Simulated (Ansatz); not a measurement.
# CH7BN2: one species, many methods

An exercise on one series of results from a longer session: the logs are not shown, and one member is left open.

Method: functionals in def2-TZVPP, the program's frozen cores in correlated methods; program: Ansatz 0.2.0, Gaussian basis.

Plan: LDA (SPW92), PBE-D4, revPBE-D4, BLYP-D4, r2SCAN-D4, B97M-V, PBE0-D4, B3LYP-D4, r2SCANh-D4, r2SCAN0-D4, HSE06-D4, BHLYP-D4, CAM-B3LYP-D4, LC-ωPBE, ωB97X-V, ωB97M-V, B2PLYP, PBE-QIDH; CCSD(T)/def2-SVP; CCSD(T)/def2-TZVPP; CCSD(T)/def2-QZVPP; extrapolation to the limit; RPA on PBE.

### The relaxed structure

All runs share one geometry, relaxed beforehand with PBE0-D4 in a triple-zeta def2 set.

11 atoms, charge 0, spin multiplicity 1.

Atoms are counted from 1 here; the program's logs count them from 0.

Bond lengths: C1–B2 1.582 Å, C1–H5 1.093 Å, C1–H6 1.093 Å, C1–H7 1.096 Å, B2–N3 1.416 Å, B2–N4 1.416 Å, N3–H8 1.004 Å, N3–H9 1.003 Å, N4–H10 1.003 Å, N4–H11 1.004 Å. Angles: B2–C1–H5 112.5°, B2–C1–H6 112.6°, B2–C1–H7 110.2°, H5–C1–H6 107.5°, H5–C1–H7 106.8°, H6–C1–H7 106.9°, C1–B2–N3 119.8°, C1–B2–N4 119.8°, N3–B2–N4 120.4°, B2–N3–H8 124.4°, B2–N3–H9 122.1°, H8–N3–H9 113.6°, B2–N4–H10 122.1°, B2–N4–H11 124.4°, H10–N4–H11 113.6°.

The first run:

in.yaml reads:

```yaml
crystal:
  periodic: [false, false, false]
  atoms:
    - {symbol: C, position_ang: [-0.697561, 1.164635, -0.169785]}
    - {symbol: B, position_ang: [0.096750, -0.189534, 0.023958]}
    - {symbol: N, position_ang: [0.158876, -0.791874, 1.303728]}
    - {symbol: N, position_ang: [0.762532, -0.778348, -1.078123]}
    - {symbol: H, position_ang: [-1.103049, 1.271739, -1.179475]}
    - {symbol: H, position_ang: [-1.529909, 1.266586, 0.531722]}
    - {symbol: H, position_ang: [-0.033850, 2.019921, -0.001748]}
    - {symbol: H, position_ang: [0.670155, -1.631087, 1.510919]}
    - {symbol: H, position_ang: [-0.304845, -0.397736, 2.100710]}
    - {symbol: H, position_ang: [0.733210, -0.374589, -1.995558]}
    - {symbol: H, position_ang: [1.312993, -1.616713, -1.025747]}
basis:
  gaussian: {orbitals: def2-TZVPP}
hamiltonian: {xc: lda}
output: {orbitals: {seedname: orbitals}}
```

Command:

```bash
$ ansatz run in.yaml --threads 2 --pin off --events-out ev --progress --plain --max-ram 22528MiB --backend cpu
```

Among the steps run: LDA; PBE-D4 (GGA); revPBE-D4 (GGA); BLYP-D4 (GGA); r2SCAN-D4 (meta-GGA); B97M-V (meta-GGA); B3LYP-D4 (hybrid); r2SCANh-D4 (hybrid); r2SCAN0-D4 (hybrid); HSE06-D4 (hybrid); BHLYP-D4 (hybrid); CAM-B3LYP-D4 (range-separated); LC-ωPBE (range-separated); ωB97X-V (range-separated); ωB97M-V (range-separated); B2PLYP (double hybrid); PBE-QIDH (double hybrid).

One of the session's tables, all rows but one given; the rest of the session is left out.

It belongs to the step «Frontier levels by functional». 

```
  functional  HOMO (eV)  LUMO (eV)  gap (eV)
 LDA (SPW92)      -5.52       0.00      5.52
      PBE-D4      -5.35       0.10      5.45
   revPBE-D4      -5.29       0.15      5.44
     BLYP-D4      -5.24       0.05      5.29
   r2SCAN-D4      -5.63       0.90      6.53
      B97M-V          ?          ?         ?
     PBE0-D4      -6.75       0.87      7.62
    B3LYP-D4      -6.52       0.52      7.03
  r2SCANh-D4      -6.16       1.10      7.26
  r2SCAN0-D4      -6.96       1.39      8.35
    HSE06-D4      -6.34       0.51      6.85
    BHLYP-D4      -8.08       1.40      9.47
CAM-B3LYP-D4      -8.19       1.56      9.75
     LC-ωPBE      -9.60       2.85     12.45
     ωB97X-V      -9.22       2.63     11.85
     ωB97M-V      -9.13       2.14     11.27
```

Estimate the missing values for B97M-V.

As computed: HOMO (eV): -5.71; LUMO (eV): 0.27; gap (eV): 5.98. In the column «HOMO (eV)» it lies between r2SCANh-D4 (-6.16) and r2SCAN-D4 (-5.63).
